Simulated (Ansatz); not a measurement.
**CH5FOSi2: basis-set convergence**

Aim: see how fast density functionals converge with the basis set for CH5FOSi2.

The runs use Ansatz 0.2.0, Gaussian basis; one geometry, several basis sets.

Plan: PBE0-D4/def2-SVP; ωB97M-V/def2-SVP; PBE0-D4/def2-QZVPP; ωB97M-V/def2-QZVPP; the functionals' def2-TZVPP values are taken from earlier runs.

### 1 The relaxed structure

An earlier PBE0-D4 in a triple-zeta def2 set relaxation fixed the geometry.

SMILES `F[Si@@H]1O[C@H]1[SiH3]`, 10 atoms, charge 0, spin multiplicity 1.

Atoms are counted from 1 here; the program's logs count them from 0.

Bond lengths: F1–Si2 1.583 Å, Si2–O3 1.633 Å, Si2–C4 1.795 Å, Si2–H6 1.469 Å, O3–C4 1.530 Å, C4–Si5 1.867 Å, C4–H7 1.091 Å, Si5–H8 1.486 Å, Si5–H9 1.487 Å, Si5–H10 1.486 Å. Angles: F1–Si2–O3 117.9°, F1–Si2–C4 121.6°, F1–Si2–H6 107.7°, O3–Si2–C4 52.8°, O3–Si2–H6 119.4°, C4–Si2–H6 127.0°, Si2–O3–C4 69.1°, Si2–C4–O3 58.2°, Si2–C4–Si5 125.3°, Si2–C4–H7 116.4°, O3–C4–Si5 113.5°, O3–C4–H7 110.3°, Si5–C4–H7 116.4°, C4–Si5–H8 111.2°, C4–Si5–H9 108.4°, C4–Si5–H10 109.2°, H8–Si5–H9 109.4°, H8–Si5–H10 109.1° and more.

Geometry (Å):

| atom | x (Å) | y (Å) | z (Å) |
| --- | --- | --- | --- |
| F1 | -2.5266 | 0.4811 | -1.6946 |
| Si2 | -1.1427 | 0.7480 | -0.9732 |
| O3 | 0.1857 | 0.0126 | -1.5735 |
| C4 | -0.2039 | -0.5827 | -0.2187 |
| Si5 | 1.1084 | -0.3702 | 1.0925 |
| H6 | -1.0842 | 2.1759 | -0.6330 |
| H7 | -0.6024 | -1.5904 | -0.3477 |
| H8 | 2.3495 | -1.1045 | 0.7344 |
| H9 | 0.5757 | -0.8958 | 2.3778 |
| H10 | 1.4236 | 1.0749 | 1.2390 |

### 2 PBE0-D4 in def2-SVP

in.yaml reads:

```yaml
crystal:
  periodic: [false, false, false]
  atoms:
    - {symbol: F, position_ang: [-2.526602, 0.481051, -1.694628]}
    - {symbol: Si, position_ang: [-1.142744, 0.747989, -0.973208]}
    - {symbol: O, position_ang: [0.185742, 0.012594, -1.573538]}
    - {symbol: C, position_ang: [-0.203913, -0.582706, -0.218673]}
    - {symbol: Si, position_ang: [1.108402, -0.370226, 1.092501]}
    - {symbol: H, position_ang: [-1.084226, 2.175865, -0.632955]}
    - {symbol: H, position_ang: [-0.602369, -1.590380, -0.347711]}
    - {symbol: H, position_ang: [2.349512, -1.104479, 0.734408]}
    - {symbol: H, position_ang: [0.575664, -0.895821, 2.377845]}
    - {symbol: H, position_ang: [1.423634, 1.074913, 1.238959]}
basis:
  gaussian: {orbitals: def2-SVP}
hamiltonian: {xc: pbe0, dispersion: d4}
output: {orbitals: {seedname: orbitals}}
```

Started as:

```
> ansatz run in.yaml --threads 4 --pin off --events-out ev --progress --plain --max-ram 10444MiB
```

After this run come: ωB97M-V in def2-SVP; PBE0-D4 in def2-QZVPP; ωB97M-V in def2-QZVPP.

Q: Predict the results of all the runs planned. Wanted: PBE0-D4: double and triple zeta above quadruple; ωB97M-V: double and triple zeta above quadruple.

The runs gave:

```
                                       quantity           value
PBE0-D4: double and triple zeta above quadruple  13.95, 0.88 eV
ωB97M-V: double and triple zeta above quadruple  14.09, 0.82 eV
```

**Reading.** For PBE0-D4 the step from double to triple zeta gains 13.07 eV and the next only 0.88 eV. Total energies overstate the basis error of differences, where much of it tends to cancel. The LUMO of ωB97M-V is positive and keeps falling with the basis (2.16 to 1.10 eV): an unbound level that the basis holds in place.
